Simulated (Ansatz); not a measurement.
This script drives Ansatz's Python interface.

`ch5fnsi.py`
```python
"""One geometry of CH5FNSi, method by method."""

from pathlib import Path

import ansatz as az
from ase import Atoms
import numpy as np

SETTINGS = {
    "basis": "def2-SVP",
}

atoms = Atoms(["C", "Si", "N", "F", "H", "H", "H", "H", "H"], positions=[
    [-0.5733, 1.2434, -0.5014],
    [0.4566, -0.1205, -0.2964],
    [0.0994, -0.8163, 1.1941],
    [0.158, -1.2264, -1.3737],
    [-1.2334, 1.3462, -1.417],
    [-0.6475, 2.0797, 0.2365],
    [1.9219, 0.2161, -0.359],
    [0.7336, -1.6438, 1.2716],
    [-0.8269, -1.1247, 1.2282],
])
molecule = az.Crystal.molecule_from_ase(atoms)

job = (
    molecule.calculation()
    .basis(gaussian=SETTINGS["basis"])
    .spin("collinear", total=1)
)

print("functional    E (Ha)        dipole (D)   HOMO (eV)  LUMO (eV)")
for name in ["hse06", "revpbe", "blyp", "hf", "pbe"]:
    summary = job.functional(name).forces().orbitals().run(threads=1, runs_dir="runs").report
    lines = Path(summary["orbitals_path"]).read_text().splitlines()
    field_of = lambda key: [line.split("=")[1].strip() for line in lines if line.startswith(key)]
    orbitals = [(27.211386 * float(e), s, float(n)) for e, s, n in zip(field_of("Ene="), field_of("Spin="), field_of("Occup="))]
    homo = max(e for e, _, n in orbitals if n > 0.5)
    lumo = min(e for e, _, n in orbitals if n < 0.5)
    dipole = 4.803205 * np.linalg.norm(summary["charge_distribution"]["dipole_moment_e_ang"])
    print(f"{name:10s} {summary['free_energy_ev'] / 27.211386246:14.6f} {dipole:9.3f} {homo:11.3f} {lumo:10.3f}")
```

It is started by `python ch5fnsi.py`. Estimate its wall time and peak memory on 1 thread of Arm Neoverse V1 (shared host).

It took about 20 s, with a peak of 0.28 GiB, for 5 runs of the engine.

```console
$ python ch5fnsi.py
functional    E (Ha)        dipole (D)   HOMO (eV)  LUMO (eV)
hse06         -484.627155     0.880      -6.924     -2.893
revpbe        -484.839625     0.867      -5.830     -3.557
blyp          -484.905370     0.855      -5.598     -3.652
hf            -483.394531     0.888     -10.970      2.140
pbe           -484.595128     0.873      -5.848     -3.700
```

Notes:
- Total energies depend on the basis set; only differences at equal settings carry meaning.
- The geometry is a force-field or estimated start, not a minimum of this method, and the basis set is short of its limit. A lower total doesn't mark the better method: functionals have no common bound, and MP2 and coupled cluster aren't variational.
- The run takes the species as open-shell (spin multiplicity 2), which needn't be its ground state.
- Levels such as HOMO and LUMO are orbital energies: with these approximate functionals they aren't the ionisation energy and electron affinity, and their gap isn't the fundamental gap.
- hse06 follows the composition of plane-wave codes, whose totals differ by tens of mHa, up to about 0.1 Ha, from the form usual in Gaussian-basis programs (wpbeh).
